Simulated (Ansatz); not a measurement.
# ZnSe: the cost of one run

Program: Ansatz 0.2.0. Level of theory: DFT r2SCAN, scalar-relativistic, plane waves, PAW. These are calculated values, not measurements.

1 further run of the same task is left out (set aside as unsound or not needed). Runs told in other sessions of the task aren't counted.

## 1. The starting structure

It takes space group F-43m (No. 216, cubic). Conventional cell: a = 5.666 Å, b = 5.666 Å, c = 5.666 Å, α = 90.00°, β = 90.00°, γ = 90.00°. Zn (site symmetry -43m) is surrounded by 4 Se at 2.45 Å. Se (site symmetry -43m) is surrounded by 4 Zn at 2.45 Å.

As a file:

```
Zn Se
1.0
     0.00000    2.83295    2.83295
     2.83295    0.00000    2.83295
     2.83295    2.83295    0.00000
Zn Se
1 1
Direct
  0.00000 0.00000 0.00000
  0.75000 0.75000 0.75000
```

It is the result of an earlier relaxation at this level (volume 22.74 Å³/atom; gap on the mesh: 1.87 eV).

## 2. The reference cell

Reference values: F = -8805.4986 eV; pressure -0.02 GPa; largest force 0.000 eV/Å; gap on the mesh 1.87 eV. It was computed beforehand with the settings of the runs below.

## 3. Harmonic modes of this cell

The input, input.yaml:

```yaml
crystal:
  lattice:
    - [0.0, 2.8329452336, 2.8329452336]
    - [2.8329452336, 0.0, 2.8329452336]
    - [2.8329452336, 2.8329452336, 0.0]
  atoms:
    - { symbol: Zn, position: [0.0, 0.0, 0.0] }
    - { symbol: Se, position: [0.75, 0.75, 0.75] }
basis:
  ecutwfc: 500
kpoints:
  mp_grid: { grid: [8, 8, 8] }
hamiltonian:
  xc: r2scan
scf:
  occupations: { method: gaussian, width: 0.05 }
output:
  eigenvalues: true
phonons:
  method: fd
  supercell: [1, 1, 1]
  amplitude: 0.02
  eigenvectors: true
  dielectric: false
```

Command:

```bash
> ansatz run input.yaml --threads 2 --pin off --max-ram 5120MiB --backend cpu --events-out ev --progress --plain --runs-dir out
```

**Question.** How long does this run take on 2 threads of Intel Xeon 6975P-C (Granite Rapids), shared host, and how much memory does it need?

About 9.8 s, with a peak of 0.73 GiB.
